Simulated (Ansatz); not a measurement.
# LaTaO: the cost of one run

Method: DFT PBE, scalar-relativistic, plane waves, PAW, in Ansatz 0.2.0.

## Step 1: The structure to begin with

Symmetry: P-6m2, No. 187, hexagonal system. Conventional cell: a = 4.020 Å, b = 4.020 Å, c = 4.663 Å, α = 90.00°, β = 90.00°, γ = 120.00°. La (site symmetry -6m2) has 3 O at 2.32 Å as nearest neighbours. Ta (site symmetry -6m2) is surrounded by 6 La at 3.29 Å and 6 O at 3.29 Å. Around O (site symmetry -6m2) lie 3 La at 2.32 Å and 6 Ta at 3.29 Å.

Coordinates:

```xyz
3
Lattice="4.0202 0.0000 0.0000 -2.0101 3.4816 0.0000 0.0000 0.0000 4.6634" Properties=species:S:1:pos:R:3 pbc="T T T"
La    0.0000    0.0000    0.0000
Ta    2.0101    1.1605    2.3317
O     0.0000    2.3211    0.0000
```

The cell is invented: random cell by space group and Wyckoff sites (P-6m2, No. 187). Lengths come from tabulated atomic sizes and are only a guess.

## Step 2: Probe: one point on a coarse mesh

Contents of input.yaml:

```yaml
crystal:
  lattice:
    - [4.02023468, 0.0, 0.0]
    - [-2.01011734, 3.48162537, 0.0]
    - [0.0, 0.0, 4.66335664]
  atoms:
    - { symbol: La, position: [0.0, 0.0, 0.0] }
    - { symbol: Ta, position: [0.66666667, 0.33333333, 0.5] }
    - { symbol: O, position: [0.33333333, 0.66666667, 0.0] }
basis:
  ecutwfc: 420
kpoints:
  mp_grid: { grid: [6, 6, 4] }
hamiltonian:
  xc: pbe
scf:
  occupations: { method: gaussian, width: 0.1 }
  lower_state_search: "off"
output:
  forces: true
  stress: true
  eigenvalues: true
```

Launch:

```bash
> ansatz run input.yaml --threads 1 --pin off --max-ram 2560MiB --backend cpu --events-out ev --progress --plain --runs-dir out
```

What time and memory should one allow on 1 thread of Arm Neoverse V2, shared host?

About 2.4 s, with a peak of 0.33 GiB.
